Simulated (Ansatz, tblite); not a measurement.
**C₅₆H₃₀: charged states by level of theory**

What does removing or adding an electron cost or gain for C₅₆H₃₀? Each charged state is run at several levels.

Program: Ansatz 0.2.0, Gaussian basis. Level of theory: as each input shows. These are calculated values, not measurements.

The runs, in order: charge +1 doublet, at the geometry of the singlet (PBE0-D4/def2-SVP, PBE-D4/def2-SVP, r2SCAN0-D4/def2-SVP); charge -1 doublet, at the geometry of the singlet (PBE0-D4/def2-SVP, PBE-D4/def2-SVP, r2SCAN0-D4/def2-SVP); the starting singlet's energies come from earlier runs.

1 further run of the same task is left out (it didn't finish).

### Step 1. The relaxed structure

The geometry is that of the singlet, from an earlier relaxation (PBE-D4/def2-SVP).

SMILES `C#Cc1ccc(C#Cc2ccc(C#Cc3ccc(C#Cc4ccc(C#Cc5ccc(C#Cc6ccc(C#Cc7ccccc7)cc6)cc5)cc4)cc3)cc2)cc1`, 86 atoms, charge 0, spin multiplicity 1.

Atoms are counted from 1 here; the program's logs count them from 0.

Bond lengths: C1–C2 1.226 Å, C1–H57 1.081 Å, C2–C3 1.427 Å, C3–C4 1.420 Å, C3–C56 1.420 Å, C4–C5 1.393 Å, C4–H58 1.100 Å, C5–C6 1.422 Å, C5–H59 1.100 Å, C6–C7 1.420 Å, C6–C55 1.422 Å, C7–C8 1.234 Å, C8–C9 1.419 Å, C9–C10 1.422 Å, C9–C54 1.422 Å, C10–C11 1.392 Å, C10–H60 1.100 Å, C11–C12 1.422 Å and more. Angles: C2–C1–H57 180.0°, C1–C2–C3 180.0°, C2–C3–C4 120.7°, C2–C3–C56 120.7°, C4–C3–C56 118.6°, C3–C4–C5 120.7°, C3–C4–H58 119.1°, C5–C4–H58 120.2°, C4–C5–C6 120.8°, C4–C5–H59 120.2°, C6–C5–H59 119.0°, C5–C6–C7 120.8°, C5–C6–C55 118.4°, C7–C6–C55 120.8°, C6–C7–C8 179.9°, C7–C8–C9 179.9°, C8–C9–C10 120.8°, C8–C9–C54 120.9° and more.

### Step 2. Charge +1 doublet at the fixed geometry, PBE0-D4/def2-SVP

in.yaml

```yaml
crystal:
  periodic: [false, false, false]
  atoms:
    - {symbol: C, position_ang: [24.199941, -0.842921, 1.204051]}
    - {symbol: C, position_ang: [22.976240, -0.808970, 1.130382]}
    - {symbol: C, position_ang: [21.552483, -0.769166, 1.045076]}
    - {symbol: C, position_ang: [20.901106, -0.771871, -0.216476]}
    - {symbol: C, position_ang: [19.510716, -0.732513, -0.300285]}
    - {symbol: C, position_ang: [18.712048, -0.689549, 0.875206]}
    - {symbol: C, position_ang: [17.295090, -0.649342, 0.790947]}
    - {symbol: C, position_ang: [16.063782, -0.613903, 0.718730]}
    - {symbol: C, position_ang: [14.647491, -0.573204, 0.638003]}
    - {symbol: C, position_ang: [13.850695, -0.585903, 1.815689]}
    - {symbol: C, position_ang: [12.461262, -0.546474, 1.737328]}
    - {symbol: C, position_ang: [11.803758, -0.490948, 0.477588]}
    - {symbol: C, position_ang: [10.387809, -0.448866, 0.399061]}
    - {symbol: C, position_ang: [9.155825, -0.410824, 0.333976]}
    - {symbol: C, position_ang: [7.739573, -0.366026, 0.262854]}
    - {symbol: C, position_ang: [7.075598, -0.220377, -0.986094]}
    - {symbol: C, position_ang: [5.685883, -0.172620, -1.054169]}
    - {symbol: C, position_ang: [4.894765, -0.270506, 0.123321]}
    - {symbol: C, position_ang: [3.478514, -0.220826, 0.055432]}
    - {symbol: C, position_ang: [2.246291, -0.176166, -0.000095]}
    - {symbol: C, position_ang: [0.829805, -0.122291, -0.060037]}
    - {symbol: C, position_ang: [0.043342, -0.338666, 1.104769]}
    - {symbol: C, position_ang: [-1.346511, -0.284448, 1.047528]}
    - {symbol: C, position_ang: [-2.015411, -0.008554, -0.176678]}
    - {symbol: C, position_ang: [-3.431751, 0.051160, -0.233054]}
    - {symbol: C, position_ang: [-4.663999, 0.105003, -0.279083]}
    - {symbol: C, position_ang: [-6.080386, 0.169484, -0.329462]}
    - {symbol: C, position_ang: [-6.751561, 0.538766, -1.527296]}
    - {symbol: C, position_ang: [-8.141324, 0.605908, -1.574884]}
    - {symbol: C, position_ang: [-8.925411, 0.304873, -0.427539]}
    - {symbol: C, position_ang: [-10.341632, 0.375477, -0.474994]}
    - {symbol: C, position_ang: [-11.573603, 0.438487, -0.515058]}
    - {symbol: C, position_ang: [-12.989960, 0.512733, -0.559849]}
    - {symbol: C, position_ang: [-13.661233, 0.925425, -1.743101]}
    - {symbol: C, position_ang: [-15.051014, 0.999731, -1.786180]}
    - {symbol: C, position_ang: [-15.834640, 0.663962, -0.648759]}
    - {symbol: C, position_ang: [-17.251838, 0.740084, -0.692797]}
    - {symbol: C, position_ang: [-18.482786, 0.806791, -0.730756]}
    - {symbol: C, position_ang: [-19.902827, 0.884611, -0.774510]}
    - {symbol: C, position_ang: [-20.567594, 1.325818, -1.948993]}
    - {symbol: C, position_ang: [-21.963890, 1.401415, -1.985988]}
    - {symbol: C, position_ang: [-22.724927, 1.041772, -0.860788]}
    - {symbol: C, position_ang: [-22.078384, 0.604914, 0.307867]}
    - {symbol: C, position_ang: [-20.682654, 0.525584, 0.356448]}
    - {symbol: C, position_ang: [-15.163452, 0.248681, 0.533414]}
    - {symbol: C, position_ang: [-13.773670, 0.175037, 0.577142]}
    - {symbol: C, position_ang: [-8.254137, -0.065591, 0.769956]}
    - {symbol: C, position_ang: [-6.864365, -0.131022, 0.818086]}
    - {symbol: C, position_ang: [-1.228960, 0.207162, -1.341609]}
    - {symbol: C, position_ang: [0.160914, 0.150040, -1.284956]}
    - {symbol: C, position_ang: [5.558770, -0.417740, 1.372169]}
    - {symbol: C, position_ang: [6.948447, -0.462614, 1.440517]}
    - {symbol: C, position_ang: [12.600678, -0.478053, -0.700089]}
    - {symbol: C, position_ang: [13.990168, -0.519312, -0.621687]}
    - {symbol: C, position_ang: [19.366275, -0.687083, 2.137564]}
    - {symbol: C, position_ang: [20.756714, -0.725823, 2.220092]}
    - {symbol: H, position_ang: [25.278488, -0.872868, 1.268963]}
    - {symbol: H, position_ang: [21.509786, -0.805658, -1.131997]}
    - {symbol: H, position_ang: [19.015439, -0.735102, -1.282335]}
    - {symbol: H, position_ang: [14.348157, -0.627870, 2.795669]}
    - {symbol: H, position_ang: [11.855243, -0.556842, 2.655036]}
    - {symbol: H, position_ang: [7.676917, -0.144429, -1.903567]}
    - {symbol: H, position_ang: [5.183582, -0.059065, -2.025700]}
    - {symbol: H, position_ang: [0.549536, -0.550985, 2.057552]}
    - {symbol: H, position_ang: [-1.944220, -0.453515, 1.954871]}
    - {symbol: H, position_ang: [-6.155834, 0.773832, -2.421104]}
    - {symbol: H, position_ang: [-8.649243, 0.894332, -2.506468]}
    - {symbol: H, position_ang: [-13.065892, 1.188249, -2.629408]}
    - {symbol: H, position_ang: [-15.558937, 1.321565, -2.706754]}
    - {symbol: H, position_ang: [-19.968366, 1.606127, -2.827401]}
    - {symbol: H, position_ang: [-22.465836, 1.744532, -2.903528]}
    - {symbol: H, position_ang: [-23.823210, 1.103105, -0.894323]}
    - {symbol: H, position_ang: [-22.670255, 0.322161, 1.191779]}
    - {symbol: H, position_ang: [-20.172814, 0.183954, 1.268934]}
    - {symbol: H, position_ang: [-15.758939, -0.014352, 1.419540]}
    - {symbol: H, position_ang: [-13.265869, -0.146543, 1.497891]}
    - {symbol: H, position_ang: [-8.849916, -0.300928, 1.663644]}
    - {symbol: H, position_ang: [-6.356420, -0.418483, 1.749966]}
    - {symbol: H, position_ang: [-1.735088, 0.420818, -2.294129]}
    - {symbol: H, position_ang: [0.758552, 0.318331, -2.192508]}
    - {symbol: H, position_ang: [4.957344, -0.494527, 2.289506]}
    - {symbol: H, position_ang: [7.450820, -0.574971, 2.412149]}
    - {symbol: H, position_ang: [12.103305, -0.435609, -1.680071]}
    - {symbol: H, position_ang: [14.596141, -0.509635, -1.539447]}
    - {symbol: H, position_ang: [18.758482, -0.653379, 3.053634]}
    - {symbol: H, position_ang: [21.252966, -0.723005, 3.201691]}
basis:
  gaussian: {orbitals: def2-SVP, fitting: {mean_field: def2-universal-jkfit}}
total_charge: 1
magnetization: {spin_polarized: true, initial_magnetization: 1}
hamiltonian: {xc: pbe0, dispersion: d4}
scf: {omitted_lower_state_checks: [starts]}
output: {orbitals: {seedname: orbitals}}
```

Command:

```bash
> ansatz run in.yaml --threads 4 --pin off --events-out ev --progress --plain --max-ram 46080MiB --backend cuda --devices 0, --max-vram 37GiB
```

Output:

```text
Functional definition: PBE0
  name "PBE0"
  cite "Adamo & Barone, J. Chem. Phys. 110, 6158 (1999) doi:10.1063/1.478522"
  cite "Perdew, Burke & Ernzerhof, Phys. Rev. Lett. 77, 3865 (1996) doi:10.1103/PhysRevLett.77.3865"
  parent pbe
  parameter a = 0.25
  parameter kappa = 0.804
  parameter beta = 0.06672455060314922
  exchange = (1 - a)*pbe_x(kappa = kappa, mu = beta*pi^2/3) + a*exact_x
  correlation = pbe_c(beta = beta)
these checks for a lower state are left out or cut short: starts
4740 factors; integrals over basis functions are off by at most 2.2e-1 eV
mean field evaluation 1: about -58395.7549 eV, gradient 8.0e1 eV
mean field evaluation 2: about -58406.9981 eV, gradient 6.9e1 eV
mean field evaluation 4: about -58431.4114 eV, gradient 9.0e0 eV
mean field evaluation 8: about -58432.2753 eV, gradient 8.0e-1 eV
mean field evaluation 16: about -58432.2500 eV, gradient 2.7e-2 eV
mean field -58432.25001559 eV, -2147.3455812715 hartree, gradient 8.8e-5 eV, S^2 0.760301; 0 other end points of the search recorded, 0 dependent functions left out
reference -58432.25013774 eV, -2147.3455857602 hartree; 183, 182 occupied and 751, 752 virtual orbitals, 4740 factors
Total energy: -58434.94793490 eV, -2147.4447279771 hartree
Checks for a lower state left out: starts
```

Wall time 20 s (1 × H100 (card shared with other runs) with 4 threads of AMD EPYC 7R13, shared host); peak host memory 1.7 GiB.

From the report: HOMO -7.44 eV, LUMO -7.03 eV (over both spins); ⟨S²⟩ 0.760 (pure: 0.75).

### Step 3. Charge +1 doublet at the fixed geometry, PBE-D4/def2-SVP

start.molden holds the orbitals of an earlier run on this state, given as this run's starting guess.

in.yaml: that of step 2 with these lines changed.

```diff
@@ -90,6 +90,6 @@
 basis:
-  gaussian: {orbitals: def2-SVP, fitting: {mean_field: def2-universal-jkfit}}
+  gaussian: {orbitals: def2-SVP, fitting: {mean_field: def2-universal-jkfit}, initial_orbitals: start.molden}
 total_charge: 1
 magnetization: {spin_polarized: true, initial_magnetization: 1}
-hamiltonian: {xc: pbe0, dispersion: d4}
+hamiltonian: {xc: pbe, dispersion: d4}
 scf: {omitted_lower_state_checks: [starts]}
```

Same command.

Output:

```text
Functional definition: PBE
  name "PBE"
  cite "Perdew, Burke & Ernzerhof, Phys. Rev. Lett. 77, 3865 (1996) doi:10.1103/PhysRevLett.77.3865"
  parent pbe
  parameter kappa = 0.804
  parameter beta = 0.06672455060314922
  exchange = pbe_x(kappa = kappa, mu = beta*pi^2/3)
  correlation = pbe_c(beta = beta)
these checks for a lower state are left out or cut short: starts
4740 factors; integrals over basis functions are off by at most 2.2e-1 eV
mean field evaluation 1: about -58428.0781 eV, gradient 1.3e1 eV
mean field evaluation 2: about -58428.7509 eV, gradient 6.7e-1 eV
mean field evaluation 4: about -58428.7223 eV, gradient 3.2e-2 eV
mean field evaluation 8: about -58428.7223 eV, gradient 2.6e-5 eV
mean field -58428.72228442 eV, -2147.2159395419 hartree, gradient 2.6e-5 eV, S^2 0.750708; 0 other end points of the search recorded, 0 dependent functions left out
reference -58428.72243466 eV, -2147.2159450633 hartree; 183, 182 occupied and 751, 752 virtual orbitals, 4740 factors
Total energy: -58431.87092541 eV, -2147.3316499643 hartree
Checks for a lower state left out: starts
```

It took 10 s on 1 × H100 (card shared with other runs) with 4 threads of AMD EPYC 7R13, shared host; peak host memory 1.6 GiB.

HOMO -6.89 eV, LUMO -6.80 eV (over both spins); ⟨S²⟩ 0.751 (pure: 0.75).

### Step 4. Charge +1 doublet at the fixed geometry, r2SCAN0-D4/def2-SVP

in.yaml: that of step 3 with these lines changed.

```diff
@@ -93,3 +93,3 @@
 magnetization: {spin_polarized: true, initial_magnetization: 1}
-hamiltonian: {xc: pbe, dispersion: d4}
+hamiltonian: {xc: {name: r2SCAN0}, dispersion: d4}
 scf: {omitted_lower_state_checks: [starts]}
```

Launched as before.

Output, cut to the lines that bear on the results:

```text
Functional definition: r2SCAN0
  name "r2SCAN0"
  cite "Bursch, Neugebauer, Ehlert & Grimme, J. Chem. Phys. 156, 134105 (2022) doi:10.1063/5.0086040"
  cite "Furness, Kaplan, Ning, Perdew & Sun, J. Phys. Chem. Lett. 11, 8208 (2020) doi:10.1021/acs.jpclett.0c02405"
  cite "Furness, Kaplan, Ning, Perdew & Sun, J. Phys. Chem. Lett. 11, 9248 (2020) doi:10.1021/acs.jpclett.0c03077"
  parent r2scan
[...]
4740 factors; integrals over basis functions are off by at most 2.2e-1 eV
[...]
mean field -58459.67556705 eV, -2148.3534516978 hartree, gradient 2.8e-5 eV, S^2 0.778049; 0 other end points of the search recorded, 0 dependent functions left out
reference -58459.67560769 eV, -2148.3534531913 hartree; 183, 182 occupied and 751, 752 virtual orbitals, 4740 factors
Total energy: -58460.70182835 eV, -2148.3911661050 hartree
Checks for a lower state left out: starts
```

Wall time 29 s (1 × H100 (card shared with other runs) with 4 threads of AMD EPYC 7R13, shared host); peak host memory 2.1 GiB.

HOMO -7.54 eV, LUMO -7.11 eV (over both spins); ⟨S²⟩ 0.778 (pure: 0.75).

### Step 5. Vertical ionisation energy

Charged state less starting state, singlet to doublet; the starting state's energies are those of its earlier runs.

```tsv
level	vertical ionisation energy (eV)	time
PBE-D4/def2-SVP	+5.93	18 s
PBE0-D4/def2-SVP	+6.42	30 s
r2SCAN0-D4/def2-SVP	+6.49	38 s
```

Times add the two runs; a level without a time comes out of a correlated run.

Beside −ε(HOMO) of the starting state:

```tsv
level	−ε(HOMO) (eV)	by difference (eV)	mismatch (eV)
PBE-D4/def2-SVP	4.93	5.93	-0.99
PBE0-D4/def2-SVP	5.70	6.42	-0.72
r2SCAN0-D4/def2-SVP	5.82	6.49	-0.67
```

### Step 6. Charge -1 doublet at the fixed geometry, PBE0-D4/def2-SVP

in.yaml: that of step 4 with these lines changed.

```diff
@@ -90,6 +90,6 @@
 basis:
-  gaussian: {orbitals: def2-SVP, fitting: {mean_field: def2-universal-jkfit}, initial_orbitals: start.molden}
-total_charge: 1
+  gaussian: {orbitals: def2-SVP, fitting: {mean_field: def2-universal-jkfit}}
+total_charge: -1
 magnetization: {spin_polarized: true, initial_magnetization: 1}
-hamiltonian: {xc: {name: r2SCAN0}, dispersion: d4}
+hamiltonian: {xc: pbe0, dispersion: d4}
 scf: {omitted_lower_state_checks: [starts]}
```

Launched as before.

Output, cut to the lines that bear on the results:

```text
Functional definition: PBE0
  name "PBE0"
  cite "Adamo & Barone, J. Chem. Phys. 110, 6158 (1999) doi:10.1063/1.478522"
  cite "Perdew, Burke & Ernzerhof, Phys. Rev. Lett. 77, 3865 (1996) doi:10.1103/PhysRevLett.77.3865"
  parent pbe
[...]
4740 factors; integrals over basis functions are off by at most 2.2e-1 eV
[...]
mean field -58440.57539551 eV, -2147.6515333401 hartree, gradient 6.7e-5 eV, S^2 0.759684; 0 other end points of the search recorded, 0 dependent functions left out
reference -58440.57551036 eV, -2147.6515375608 hartree; 184, 183 occupied and 750, 751 virtual orbitals, 4740 factors
Total energy: -58443.35330406 eV, -2147.7536195964 hartree
Checks for a lower state left out: starts
```

Wall time 20 s (1 × H100 (card shared with other runs) with 4 threads of AMD EPYC 7R13, shared host); peak host memory 1.7 GiB.

From the report: HOMO -1.29 eV, LUMO -0.83 eV (over both spins); ⟨S²⟩ 0.760 (pure: 0.75).

### Step 7. Charge -1 doublet at the fixed geometry, PBE-D4/def2-SVP

in.yaml: that of step 6 with these lines changed.

```diff
@@ -90,6 +90,6 @@
 basis:
-  gaussian: {orbitals: def2-SVP, fitting: {mean_field: def2-universal-jkfit}}
+  gaussian: {orbitals: def2-SVP, fitting: {mean_field: def2-universal-jkfit}, initial_orbitals: start.molden}
 total_charge: -1
 magnetization: {spin_polarized: true, initial_magnetization: 1}
-hamiltonian: {xc: pbe0, dispersion: d4}
+hamiltonian: {xc: pbe, dispersion: d4}
 scf: {omitted_lower_state_checks: [starts]}
```

The command is unchanged.

Output:

```text
Functional definition: PBE
  name "PBE"
  cite "Perdew, Burke & Ernzerhof, Phys. Rev. Lett. 77, 3865 (1996) doi:10.1103/PhysRevLett.77.3865"
  parent pbe
  parameter kappa = 0.804
  parameter beta = 0.06672455060314922
  exchange = pbe_x(kappa = kappa, mu = beta*pi^2/3)
  correlation = pbe_c(beta = beta)
these checks for a lower state are left out or cut short: starts
4740 factors; integrals over basis functions are off by at most 2.2e-1 eV
mean field evaluation 1: about -58436.1772 eV, gradient 1.3e1 eV
mean field evaluation 2: about -58436.8535 eV, gradient 7.1e-1 eV
mean field evaluation 4: about -58436.8259 eV, gradient 3.4e-2 eV
mean field evaluation 8: about -58436.8259 eV, gradient 2.1e-5 eV
mean field -58436.82593101 eV, -2147.5137430613 hartree, gradient 2.1e-5 eV, S^2 0.750651; 0 other end points of the search recorded, 0 dependent functions left out
reference -58436.82607288 eV, -2147.5137482749 hartree; 184, 183 occupied and 750, 751 virtual orbitals, 4740 factors
Total energy: -58440.06752084 eV, -2147.6328692902 hartree
Checks for a lower state left out: starts
```

Wall time 9 s (1 × H100 (card shared with other runs) with 4 threads of AMD EPYC 7R13, shared host); peak host memory 1.6 GiB.

Report: HOMO -1.31 eV, LUMO -1.22 eV (over both spins); ⟨S²⟩ 0.751 (pure: 0.75).

### Step 8. Charge -1 doublet at the fixed geometry, r2SCAN0-D4/def2-SVP

in.yaml: that of step 7 with these lines changed.

```diff
@@ -93,3 +93,3 @@
 magnetization: {spin_polarized: true, initial_magnetization: 1}
-hamiltonian: {xc: pbe, dispersion: d4}
+hamiltonian: {xc: {name: r2SCAN0}, dispersion: d4}
 scf: {omitted_lower_state_checks: [starts]}
```

The command is unchanged.

Output, cut to the lines that bear on the results:

```text
Functional definition: r2SCAN0
  name "r2SCAN0"
  cite "Bursch, Neugebauer, Ehlert & Grimme, J. Chem. Phys. 156, 134105 (2022) doi:10.1063/5.0086040"
  cite "Furness, Kaplan, Ning, Perdew & Sun, J. Phys. Chem. Lett. 11, 8208 (2020) doi:10.1021/acs.jpclett.0c02405"
  cite "Furness, Kaplan, Ning, Perdew & Sun, J. Phys. Chem. Lett. 11, 9248 (2020) doi:10.1021/acs.jpclett.0c03077"
  parent r2scan
[...]
4740 factors; integrals over basis functions are off by at most 2.2e-1 eV
[...]
mean field -58468.14643862 eV, -2148.6647504861 hartree, gradient 2.0e-5 eV, S^2 0.776837; 0 other end points of the search recorded, 0 dependent functions left out
reference -58468.14648008 eV, -2148.6647520099 hartree; 184, 183 occupied and 750, 751 virtual orbitals, 4740 factors
Total energy: -58469.20420860 eV, -2148.7036228162 hartree
Checks for a lower state left out: starts
```

Wall time 30 s (1 × H100 (card shared with other runs) with 4 threads of AMD EPYC 7R13, shared host); peak host memory 2.1 GiB.

Report: HOMO -1.36 eV, LUMO -0.87 eV (over both spins); ⟨S²⟩ 0.777 (pure: 0.75).

### Step 9. Vertical electron affinity

Starting state less charged state (positive: the electron is bound), singlet to doublet; the starting state's energies are those of its earlier runs.

```tsv
level	vertical electron affinity (eV)	time
PBE-D4/def2-SVP	+2.27	17 s
PBE0-D4/def2-SVP	+1.99	30 s
r2SCAN0-D4/def2-SVP	+2.01	39 s
```

Times add the two runs; a level without a time comes out of a correlated run.

Beside −ε(LUMO) of the starting state:

```tsv
level	−ε(LUMO) (eV)	by difference (eV)	mismatch (eV)
PBE-D4/def2-SVP	3.17	2.27	+0.90
PBE0-D4/def2-SVP	2.62	1.99	+0.64
r2SCAN0-D4/def2-SVP	2.65	2.01	+0.64
```

### Step 10. Results

| quantity | value |
| --- | --- |
| vertical ionisation energy, functionals in def2-SVP | 5.93 (PBE-D4) to 6.49 eV (r2SCAN0-D4) |
| vertical electron affinity, functionals in def2-SVP | 1.99 (PBE0-D4) to 2.27 eV (PBE-D4) |

In words: The vertical ionisation energy spans 5.93 to 6.49 eV over the functionals. −ε(HOMO) misses the level's own difference by -0.67 eV at best (r2SCAN0-D4) and -0.99 eV at worst (PBE-D4). The vertical electron affinity spans 1.99 to 2.27 eV over the functionals. −ε(LUMO) misses the level's own difference by +0.64 eV at best (PBE0-D4) and +0.90 eV at worst (PBE-D4).
